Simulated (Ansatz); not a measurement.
**TiC (Khamrabaevite): a single-point run**

The task is a single point on TiC (Khamrabaevite) that gives the gradients at the nuclei.

Method: DFT, PBE, plane-wave PAW, default files, scalar-relativistic, frozen cores, in Ansatz 0.2.0.

### Step 1. The structure to begin with

Symmetry: Fm-3m, No. 225, cubic system. Conventional cell: a = 4.328 Å, b = 4.328 Å, c = 4.328 Å, α = 90.00°, β = 90.00°, γ = 90.00°. Ti (site symmetry m-3m) is surrounded by 6 C at 2.16 Å. Around C (site symmetry m-3m) lie 6 Ti at 2.16 Å.

Coordinates:

```
CELL_PARAMETERS angstrom
0.00000 2.16400 2.16400
2.16400 0.00000 2.16400
2.16400 2.16400 0.00000
ATOMIC_POSITIONS crystal
Ti 0.00000 0.00000 0.00000
C 0.50000 0.50000 0.50000
```

### Step 2. Input and run

Contents of input.yaml:

```yaml
crystal:
  lattice:
    - [0.0, 2.164, 2.164]
    - [2.164, 0.0, 2.164]
    - [2.164, 2.164, 0.0]
  atoms:
    - { symbol: Ti, position: [0.0, 0.0, 0.0] }
    - { symbol: C, position: [0.5, 0.5, 0.5] }
kpoints:
  mp_grid: { grid: [18, 18, 18] }
scf:
  occupations: { method: fixed }
  max_iter: 100
hamiltonian:
  xc: pbe
  pseudopotentials: { kind: paw, frozen_core: stored }
output:
  forces: true
  stress: true
  populations: true
  efg: { quadrupole_moments_barn: { Ti: 0.247 } }
```

On the command line:

```bash
ansatz run input.yaml --threads 1 --pin off --max-ram 3072MiB --backend cpu --events-out ev --progress --plain --runs-dir out
```

What happens when this is run?

The run converged and reported no error, with warnings (band overlap at count, metallic iterate, unresolved pair at count). Its log warns: «a fill by count may have filled part of one level: at k-index 82 the highest filled band, 14.515140 eV, and the lowest empty band, 14.515140 eV ...»

The suspect setting: scf.occupations.method is fixed; scf.occupations.width is missing. The risk: fixed occupations where they can't hold. The run converged, but that does not make its result sound.

Run again and compare: set scf.occupations.method to fermi_dirac and scf.occupations.width to 0.02.
